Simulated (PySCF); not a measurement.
# B₁₃P₁₃H₁₆: electronic excitations, NMR shifts

Aim: compute the electronic excitations, NMR shifts of B₁₃P₁₃H₁₆.

Computed with PySCF 2.14.0 and routines of our own; the level stands in each step. Atoms count from 0.

## 1. The system as given

42 atoms, charge 0, multiplicity 1; geometry from: GFN2-xTB.

## 2. Electronic excitations: TDA B3LYP/6-31G* in cyclohexane

What the job is given:

```
{"job": {"kind": "uv", "basis": "6-31G*", "grid": 1, "kgrid": 0, "vcut": 1.5, "nstates": 8, "ntriplets": 0, "tda": true, "delta": [], "pop": false, "xc": "B3LYP", "solvent": "cyclohexane", "pol": false}, "charge": 0, "multiplicity": 1}
P      6.321267     0.893074     0.686856
B      4.778454     1.886787     0.711632
P      3.133584     1.089739     0.821461
B      3.052157    -0.760740     0.739964
P      4.580880    -1.732949     1.121672
B      6.151811    -0.949230     0.530108
P     -6.239988     0.932947    -0.307312
B     -7.912885     1.667088    -0.155325
P     -9.369901     0.574370    -0.313191
B     -9.171172    -1.199748     0.085878
P     -7.592300    -1.959941    -0.448846
B     -6.084304    -0.911267    -0.219047
P      0.076292     1.187900    -0.080839
B     -1.503489     2.086391    -0.322606
P     -3.073933     1.149627    -0.440071
B     -2.983398    -0.702939    -0.384522
P     -1.394522    -1.549984    -0.871995
B      0.038487    -0.666338    -0.063627
B      1.625283     2.040716     0.382055
P      1.390179    -1.579567     0.794262
P      9.299178     0.601594    -0.300941
B      7.855644     1.666340     0.036138
P      7.660429    -1.968721     0.189400
B      8.999636    -1.148994    -0.744754
B     -4.712066     1.946492    -0.265692
P     -4.442856    -1.657151     0.222416
H      4.848427     3.055443     0.649434
H      4.461169    -2.985458     0.539962
H     -8.041877     2.823594    -0.027855
H    -10.480235     1.118716     0.294296
H    -10.069521    -1.855477     0.448556
H     -7.391282    -3.175434     0.175444
H     -1.514038     3.257841    -0.312571
H     -1.446266    -2.799150    -0.271817
H      1.667411     3.211669     0.366601
H      1.478744    -2.859150     0.273714
H     10.185722     1.209288    -1.163496
H      7.933063     2.829318    -0.075023
H      7.294260    -3.158233    -0.410135
H      9.754058    -1.757888    -1.399186
H     -4.789271     3.114853    -0.217708
H     -4.376999    -2.948707    -0.266672
```

Method: TDA B3LYP/6-31G*, vertical, IEF-PCM cyclohexane (non-equilibrium linear response), core orbitals frozen in the response, virtual orbitals cut by energy.

On the command line:

```sh
> OMP_NUM_THREADS=2 python large_run.py task.json out
```

One launch serves the whole session: the jobs run in the order shown.

What it wrote:

```text
start: PBE on a coarse grid of 43233 points
cycle   1  E = -4767.8566376985  dE =  3.898e+00  |g| = 7.214e-01  |ddm| = 7.425e+00
cycle   2  E = -4767.5953962869  dE =  2.612e-01  |g| = 1.076e+00  |ddm| = 3.149e+00
cycle   3  E = -4768.0494505448  dE = -4.541e-01  |g| = 1.864e-01  |ddm| = 2.253e+00
cycle   4  E = -4768.0609996432  dE = -1.155e-02  |g| = 7.352e-02  |ddm| = 4.202e-01
cycle   5  E = -4768.0626213449  dE = -1.622e-03  |g| = 2.988e-02  |ddm| = 1.425e-01
cycle   6  E = -4768.0629227442  dE = -3.014e-04  |g| = 1.251e-02  |ddm| = 6.780e-02
cycle   7  E = -4768.0629819275  dE = -5.918e-05  |g| = 2.483e-03  |ddm| = 2.337e-02
final grid: 177266 points
cycle   8  E = -4770.4719727427  dE = -1.390e-02  |g| = 6.763e-02  |ddm| = 4.803e-01
cycle   9  E = -4770.4714476791  dE =  5.251e-04  |g| = 7.575e-02  |ddm| = 2.417e-01
cycle  10  E = -4770.4734777021  dE = -2.030e-03  |g| = 1.249e-02  |ddm| = 1.336e-01
cycle  11  E = -4770.4735213357  dE = -4.363e-05  |g| = 4.906e-03  |ddm| = 2.558e-02
cycle  12  E = -4770.4735309625  dE = -9.627e-06  |g| = 1.468e-03  |ddm| = 9.303e-03
cycle  13  E = -4770.4735312112  dE = -2.488e-07  |g| = 4.998e-04  |ddm| = 3.320e-03
cycle  14  E = -4770.4735331356  dE = -1.924e-06  |g| = 1.485e-04  |ddm| = 1.027e-03
cycle  15  E = -4770.4735301493  dE =  2.986e-06  |g| = 5.500e-05  |ddm| = 3.468e-04
converged SCF energy = -4770.4735301493

Singlet excitations
state   eV       nm        f      main configurations
  1   2.7687    447.8   0.93264   H->L 0.85
  2   2.8814    430.3   0.07197   H-1->L 0.88
  3   2.9959    413.8   0.00188   H-2->L 0.75
  4   3.1282    396.3   0.14244   H->L+1 0.73
  5   3.2486    381.7   0.96673   H-1->L+1 0.66, H-3->L 0.08
  6   3.3116    374.4   0.24873   H-3->L 0.27, H->L+2 0.21, H-2->L+1 0.15
  7   3.3729    367.6   0.07634   H->L+2 0.43, H-3->L 0.14, H-1->L+2 0.14
  8   3.5078    353.5   0.07536   H-2->L+1 0.57, H-3->L 0.26
```

Run time: 83 s. Hardware: 2 threads of Intel Xeon Platinum 8488C, shared host; peak memory 1.7 GiB.

The orbitals next to the gap, with their largest atomic shares:

```csv
orbital,eV,atoms
HOMO−4,-6.81,"P16 21 %, P0 14 %, P20 11 %"
HOMO−3,-6.44,"P22 16 %, P10 15 %, P14 10 %"
HOMO−2,-6.22,"P8 21 %, P25 17 %, P10 11 %"
HOMO−1,-6.10,"P0 14 %, P16 12 %, P2 12 %"
HOMO,-5.99,"P4 15 %, P14 15 %, P12 14 %"
LUMO,-2.68,"B13 26 %, B24 17 %, B18 16 %"
LUMO+1,-2.35,"B1 22 %, B17 13 %, B21 13 %"
LUMO+2,-2.11,"B15 21 %, B7 17 %, B24 8 %"
LUMO+3,-1.85,"B5 22 %, B3 12 %, B11 10 %"
```

With each of the 8 states as a Gaussian band of 0.4 eV half-width at 1/e, the curve within the window shown has maxima at 396 nm (ε 72,000) L/(mol cm). Beyond the last state computed it falls off for lack of states. The curve at chosen wavelengths:

nm, ε (L/mol/cm) and a bar:
```
      326      10773 ###
      336      20421 #######
      346      32863 #############
      356      46092 ###################
      365      56700 #######################
      375      65435 ###########################
      385      70379 #############################
      395      71949 ##############################
      405      71057 ##############################
      415      68580 #############################
      424      65476 ###########################
      434      61322 #########################
      444      56544 #######################
      454      51237 #####################
      464      45545 ##################
      474      39674 ################
      483      34433 #############
      493      28866 ###########
      503      23745 #########
      513      19194 #######
      523      15268 #####
      533      11973 ###
      542       9515 ##
      552       7292 #
      562       5533 #
      572       4162
```

Further results of this job:

```csv
property,computed
dipole moment (D),2.89
HOMO–LUMO gap (eV),3.31
−ε(HOMO) (eV),5.99
```

## 3. NMR shifts: GIAO KT3/pcSseg-1 in dimethylsulfoxide

Settings changed since step 2:

```diff
@@ -1,2 +1,2 @@
-{"job": {"kind": "uv", "basis": "6-31G*", "grid": 1, "kgrid": 0, "vcut": 1.5, "nstates": 8, "ntriplets": 0, "tda": true, "delta": [], "pop": false, "xc": "B3LYP", "solvent": "cyclohexane", "pol": false}, "charge": 0, "multiplicity": 1}
+{"job": {"kind": "nmr", "basis": "pcSseg-1", "pop": false, "xc": "KT3", "solvent": "dimethylsulfoxide"}, "charge": 0, "multiplicity": 1}
 P      6.321267     0.893074     0.686856
```

Level: GIAO KT3/pcSseg-1 NMR shielding, non-relativistic, IEF-PCM dimethylsulfoxide.

What it wrote:

```text
start: PBE on a coarse grid of 43233 points
cycle   1  E = -4767.3966541038  dE =  3.800e+00  |g| = 7.394e-01  |ddm| = 7.230e+00
cycle   2  E = -4767.2312580585  dE =  1.654e-01  |g| = 9.778e-01  |ddm| = 2.440e+00
cycle   3  E = -4767.5831487133  dE = -3.519e-01  |g| = 1.530e-01  |ddm| = 1.627e+00
cycle   4  E = -4767.5899525080  dE = -6.804e-03  |g| = 6.958e-02  |ddm| = 3.238e-01
cycle   5  E = -4767.5914424201  dE = -1.490e-03  |g| = 2.179e-02  |ddm| = 1.168e-01
cycle   6  E = -4767.5915906767  dE = -1.483e-04  |g| = 7.326e-03  |ddm| = 4.263e-02
final grid: 354997 points
cycle   7  E = -4810.0903674420  dE = -9.514e-02  |g| = 4.599e-01  |ddm| = 1.178e+00
cycle   8  E = -4810.0886731429  dE =  1.694e-03  |g| = 2.971e-01  |ddm| = 6.563e-01
cycle   9  E = -4810.1004437910  dE = -1.177e-02  |g| = 1.036e-01  |ddm| = 4.469e-01
cycle  10  E = -4810.1044453341  dE = -4.002e-03  |g| = 1.404e-02  |ddm| = 1.574e-01
cycle  11  E = -4810.1045114156  dE = -6.608e-05  |g| = 4.070e-03  |ddm| = 2.785e-02
cycle  12  E = -4810.1045173503  dE = -5.935e-06  |g| = 1.363e-03  |ddm| = 8.822e-03
cycle  13  E = -4810.1045156201  dE =  1.730e-06  |g| = 5.904e-04  |ddm| = 3.140e-03
cycle  14  E = -4810.1045218745  dE = -6.254e-06  |g| = 1.337e-04  |ddm| = 1.062e-03
cycle  15  E = -4810.1045217747  dE =  9.984e-08  |g| = 4.677e-05  |ddm| = 3.033e-04
converged SCF energy = -4810.1045217747

GIAO shielding tensors (ppm)
atom      isotropic    diamagn.    paramagn.     s11        s22        s33       span
  0 P      309.687     976.300    -666.613    187.504    216.248    525.310    337.807
  1 B       54.295     199.997    -145.703      3.124     27.708    132.052    128.928
  2 P      312.419     978.204    -665.785    194.206    221.988    521.063    326.856
  3 B       50.182     206.214    -156.032     -2.828     12.989    140.386    143.214
  4 P      400.327     976.254    -575.927    260.915    459.671    480.396    219.480
  5 B       48.070     201.967    -153.897      0.206     10.794    133.208    133.002
  6 P      313.664     975.844    -662.180    192.419    228.477    520.095    327.675
  7 B       48.911     195.083    -146.172    -14.953     31.438    130.249    145.202
  8 P      376.867     968.842    -591.975    199.483    447.192    483.926    284.443
  9 B       38.955     204.510    -165.555    -39.648     26.486    130.029    169.677
 10 P      384.613     972.679    -588.066    219.375    455.823    478.641    259.267
 11 B       47.644     204.401    -156.757      0.867      7.672    134.393    133.526
 12 P      314.338     978.858    -664.520    189.507    242.442    511.065    321.558
 13 B       54.152     200.647    -146.495      5.746     28.055    128.656    122.910
 14 P      317.185     977.963    -660.778    194.748    244.631    512.177    317.428
 15 B       44.446     209.803    -165.357     -9.634      3.523    139.448    149.082
 16 P      410.604     978.463    -567.859    271.708    474.259    485.845    214.136
 17 B       44.975     209.128    -164.153     -9.722      7.095    137.552    147.273
 18 B       55.888     200.849    -144.960      6.377     27.610    133.678    127.300
 19 P      394.396     979.033    -584.637    253.049    440.150    489.987    236.938
 20 P      369.596     969.501    -599.905    184.503    442.585    481.701    297.198
 21 B       48.593     196.194    -147.601    -17.365     30.543    132.601    149.966
 22 P      386.532     972.050    -585.518    228.484    433.070    498.042    269.558
 23 B       43.499     201.793    -158.294    -33.612     27.979    136.131    169.743
 24 B       57.983     198.591    -140.609      9.090     29.014    135.844    126.753
 25 P      404.325     977.979    -573.654    253.076    470.269    489.629    236.553
 26 H       24.174      32.436      -8.262     21.489     23.419     27.615      6.126
 27 H       26.110      36.289     -10.180     19.754     27.828     30.746     10.992
 28 H       24.042      27.354      -3.312     20.143     24.752     27.231      7.087
 29 H       26.203      23.777       2.427     21.277     23.901     33.432     12.156
 30 H       23.611      24.960      -1.349     18.815     25.511     26.506      7.691
 31 H       26.374      30.420      -4.046     20.847     26.474     31.801     10.954
 32 H       24.334      33.188      -8.854     20.894     24.559     27.549      6.655
 33 H       26.871      38.473     -11.602     21.033     28.921     30.660      9.627
 34 H       24.309      33.571      -9.262     21.566     23.697     27.664      6.098
 35 H       26.171      38.110     -11.939     19.908     27.992     30.615     10.707
 36 H       26.023      25.391       0.632     21.106     23.863     33.101     11.995
 37 H       23.899      28.041      -4.142     20.110     24.317     27.269      7.159
 38 H       26.123      31.231      -5.107     20.163     26.186     32.021     11.858
 39 H       23.702      25.512      -1.811     19.579     25.028     26.498      6.920
 40 H       24.456      31.694      -7.238     21.454     24.347     27.566      6.111
 41 H       26.420      36.458     -10.038     20.665     27.967     30.629      9.964
```

Run time: 41 s. Hardware: 2 threads of Intel Xeon Platinum 8488C, shared host; peak memory 1.4 GiB.

The references, computed at this level on geometries of the same kind, shield at (ppm): 1H TMS 31.74. Their shielding less the atom's gives the shift. The references are single molecules in the same continuum.

```csv
atoms,environment,σ (ppm),δ (ppm)
H30,hydrogen on a boron bonded to 2 P,23.61,8.13
H39,hydrogen on a boron bonded to 2 P,23.70,8.04
H37,hydrogen on a boron bonded to 2 P,23.90,7.84
H28,hydrogen on a boron bonded to 2 P,24.04,7.70
H26,hydrogen on a boron bonded to 2 P,24.17,7.56
H34,hydrogen on a boron bonded to 2 P,24.31,7.43
H32,hydrogen on a boron bonded to 2 P,24.33,7.41
H40,hydrogen on a boron bonded to 2 P,24.46,7.28
H36,hydrogen on a phosphorus bonded to 2 B,26.02,5.72
H27,hydrogen on a phosphorus bonded to 2 B,26.11,5.63
H38,hydrogen on a phosphorus bonded to 2 B,26.12,5.62
H35,hydrogen on a phosphorus bonded to 2 B,26.17,5.57
H29,hydrogen on a phosphorus bonded to 2 B,26.20,5.54
H31,hydrogen on a phosphorus bonded to 2 B,26.37,5.37
H41,hydrogen on a phosphorus bonded to 2 B,26.42,5.32
H33,hydrogen on a phosphorus bonded to 2 B,26.87,4.87
P0,phosphorus bonded to 3 B,309.7,–
P2,phosphorus bonded to 3 B,312.4,–
P6,phosphorus bonded to 3 B,313.7,–
P12,phosphorus bonded to 3 B,314.3,–
P14,phosphorus bonded to 3 B,317.2,–
P20,"phosphorus bonded to 2 B, H",369.6,–
P8,"phosphorus bonded to 2 B, H",376.9,–
P10,"phosphorus bonded to 2 B, H",384.6,–
P22,"phosphorus bonded to 2 B, H",386.5,–
P19,"phosphorus bonded to 2 B, H",394.4,–
P4,"phosphorus bonded to 2 B, H",400.3,–
P25,"phosphorus bonded to 2 B, H",404.3,–
P16,"phosphorus bonded to 2 B, H",410.6,–
B9,"boron bonded to 2 P, H",39.0,–
B23,"boron bonded to 2 P, H",43.5,–
B15,boron bonded to 3 P,44.4,–
B17,boron bonded to 3 P,45.0,–
B11,boron bonded to 3 P,47.6,–
B5,boron bonded to 3 P,48.1,–
B21,"boron bonded to 2 P, H",48.6,–
B7,"boron bonded to 2 P, H",48.9,–
B3,boron bonded to 3 P,50.2,–
B13,"boron bonded to 2 P, H",54.2,–
B1,"boron bonded to 2 P, H",54.3,–
```

Ring of atoms P0, B1, P2, B3, P4, B5: NICS(0) -2.1, NICS(1) -3.2, NICS(1)zz 0.4 ppm (means of both faces).

Ring of atoms P0, B5, P20, B21, P22, B23: NICS(0) -2.6, NICS(1) -3.8, NICS(1)zz -2.0 ppm (means of both faces).

The two faces differ (NICS(1)zz 0.5 and -4.5 ppm).

Ring of atoms P2, B3, P12, B17, B18, P19: NICS(0) -1.2, NICS(1) -2.5, NICS(1)zz 2.8 ppm (means of both faces).

## 4. What came out

| quantity | value |
| --- | --- |
| lowest singlet (B3LYP/6-31G*) | 2.77 eV (448 nm), f = 0.933 |
| brightest single state of those computed | state 5, 3.25 eV, f = 0.967 |
| 1H shifts against TMS (KT3/pcSseg-1, dimethylsulfoxide) | 8.13, 8.04, 7.84, 7.70, 7.56, 7.43, 7.41, 7.28, 5.72, 5.63, 5.62, 5.57, 5.54, 5.37 ppm and more |
| shieldings of P (KT3/pcSseg-1, dimethylsulfoxide) | P0 309.7, P2 312.4, P6 313.7, P12 314.3, P14 317.2, P20 369.6, P8 376.9, P10 384.6 ppm and more |

The first singlet state (HOMO→LUMO 0.85) lies at 2.77 eV and is bright; of the 8 states computed, the strongest absorption comes from state 5 at 3.25 eV. State 1 absorbs in the visible (448 nm).
